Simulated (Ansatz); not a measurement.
**CH₃BFN: up Jacob's ladder to CCSD(T)**

One table from this session's results is given with a row withheld; the runs are named, their logs left out.

The runs use Ansatz 0.2.0, Gaussian basis; functionals in def2-TZVPP, the program's frozen cores in correlated methods.

Levels to be run: LDA (SPW92), PBE-D4, revPBE-D4, BLYP-D4, r2SCAN-D4, B97M-V, PBE0-D4, B3LYP-D4, r2SCANh-D4, r2SCAN0-D4, HSE06-D4, BHLYP-D4, CAM-B3LYP-D4, LC-ωPBE, ωB97X-V, ωB97M-V, B2PLYP, PBE-QIDH; CCSD(T)/def2-SVP; CCSD(T)/def2-TZVPP; MP2/def2-QZVPP; extrapolation to the limit; RPA on PBE.

## The relaxed structure

All runs share one geometry, relaxed beforehand with PBE0-D4 in a triple-zeta def2 set.

SMILES `FC1BN1`, 7 atoms, charge 0, spin multiplicity 1.

Atoms are counted from 1 here; the program's logs count them from 0.

Bond lengths: F1–C2 1.383 Å, C2–B3 1.547 Å, C2–N4 1.420 Å, C2–H5 1.087 Å, B3–N4 1.354 Å, B3–H6 1.181 Å, N4–H7 1.006 Å. Angles: F1–C2–B3 120.0°, F1–C2–N4 115.2°, F1–C2–H5 108.3°, B3–C2–N4 54.1°, B3–C2–H5 128.9°, N4–C2–H5 119.0°, C2–B3–N4 58.1°, C2–B3–H6 157.1°, N4–B3–H6 144.7°, C2–N4–B3 67.8°, C2–N4–H7 135.8°, B3–N4–H7 156.4°.

The first run:

Contents of in.yaml:

```yaml
crystal:
  periodic: [false, false, false]
  atoms:
    - {symbol: F, position_ang: [-0.676964, -1.661841, -0.329824]}
    - {symbol: C, position_ang: [-0.613748, -0.284551, -0.220007]}
    - {symbol: B, position_ang: [0.260259, 0.363761, 0.879715]}
    - {symbol: N, position_ang: [0.676791, 0.277408, -0.405680]}
    - {symbol: H, position_ang: [-1.456619, 0.139780, -0.760249]}
    - {symbol: H, position_ang: [0.559229, 0.711176, 1.968612]}
    - {symbol: H, position_ang: [1.312251, 0.386265, -1.178268]}
basis:
  gaussian: {orbitals: def2-TZVPP}
hamiltonian: {xc: lda}
output: {orbitals: {seedname: orbitals}}
```

Run with:

```bash
> ansatz run in.yaml --threads 2 --pin off --events-out ev --progress --plain --max-ram 4352MiB
```

Steps of the session up to this table: LDA; PBE-D4 (GGA); revPBE-D4 (GGA); BLYP-D4 (GGA); r2SCAN-D4 (meta-GGA); B97M-V (meta-GGA); PBE0-D4 (hybrid); B3LYP-D4 (hybrid); r2SCANh-D4 (hybrid); r2SCAN0-D4 (hybrid); HSE06-D4 (hybrid); BHLYP-D4 (hybrid); CAM-B3LYP-D4 (range-separated); LC-ωPBE (range-separated); ωB97X-V (range-separated); ωB97M-V (range-separated); B2PLYP (double hybrid); PBE-QIDH (double hybrid).

One of the session's tables, all rows but one given; the rest of the session is left out.

It belongs to the step «Orbital energies across the functionals». 

```
  functional  HOMO (eV)  gap (eV)
 LDA (SPW92)      -6.64      5.13
      PBE-D4          ?         ?
   revPBE-D4      -6.44      5.30
     BLYP-D4      -6.42      5.30
   r2SCAN-D4      -6.77      5.90
      B97M-V      -6.88      5.99
     PBE0-D4      -7.96      7.73
    B3LYP-D4      -7.76      7.26
  r2SCANh-D4      -7.32      6.80
  r2SCAN0-D4      -8.14      8.13
    HSE06-D4      -7.55      6.94
    BHLYP-D4      -9.36     10.09
CAM-B3LYP-D4      -9.42     10.24
     LC-ωPBE     -10.75     12.79
     ωB97X-V     -10.39     12.32
     ωB97M-V     -10.28     11.93
```

Estimate the missing values for PBE-D4.

The run gave: HOMO (eV): -6.50; gap (eV): 5.26. In the column «HOMO (eV)» it lies between LDA (SPW92) (-6.64) and revPBE-D4 (-6.44).
